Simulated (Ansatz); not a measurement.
# HfN: the cost of one run

Computed with Ansatz 0.2.0 (DFT PBEsol, scalar-relativistic, plane waves, PAW, unless a step's input says otherwise).

3 further runs of the same task are left out: 3 set aside as unsound or not needed.

### 1 Starting point

It takes space group Fm-3m (No. 225, cubic). The conventional cell has a = 4.502 Å, b = 4.502 Å, c = 4.502 Å, α = 90.00°, β = 90.00°, γ = 90.00°. Around Hf (site symmetry m-3m) lie 6 N at 2.25 Å. Around N (site symmetry m-3m) lie 6 Hf at 2.25 Å.

Structure file:

```cif
data_structure
_symmetry_space_group_name_H-M 'Fm-3m'
_symmetry_Int_Tables_number 225
_cell_length_a 4.5023
_cell_length_b 4.5023
_cell_length_c 4.5023
_cell_angle_alpha 90.000
_cell_angle_beta 90.000
_cell_angle_gamma 90.000
_cell_volume 91.27
loop_
_atom_site_label
_atom_site_type_symbol
_atom_site_symmetry_multiplicity
_atom_site_Wyckoff_symbol
_atom_site_fract_x
_atom_site_fract_y
_atom_site_fract_z
_atom_site_occupancy
Hf1 Hf 4 a 0.00000 0.00000 0.00000 1
N1 N 4 b 0.50000 0.00000 0.00000 1
```

It is the result of an earlier relaxation at this level (volume 11.41 Å³/atom; gap on the mesh: none (metal)).

### 2 The cell under 30 GPa

What is minimised here is the enthalpy; the energy can go up as the cell is squeezed.

input.yaml reads:

```yaml
crystal:
  lattice:
    - [0.0, 2.2511619669, 2.2511619669]
    - [2.2511619669, 0.0, 2.2511619669]
    - [2.2511619669, 2.2511619669, 0.0]
  atoms:
    - { symbol: Hf, position: [0.0, 0.0, 0.0] }
    - { symbol: "N", position: [0.5, 0.5, 0.5] }
basis:
  ecutwfc: 420
kpoints:
  mp_grid: { grid: [16, 16, 16] }
hamiltonian:
  xc: pbesol
scf:
  occupations: { method: fermi_dirac, width: 0.15 }
output:
  forces: true
  stress: true
  eigenvalues: true
relax:
  adjacent_minimum: "off"
  f_tol: 0.001
  max_steps: 60
  cell: { stress_tol: 0.02, p_target: 30.0 }
```

Started as:

```
ansatz run input.yaml --threads 1 --pin off --max-ram 3072MiB --backend cpu --events-out ev --progress --plain --runs-dir out
```

**Question.** How long does this run take on 1 thread of Intel Xeon Platinum 8259CL at 2.50GHz (Skylake/Cascade Lake), shared host, and how much memory does it need?

About 35 s, with a peak of 0.44 GiB.
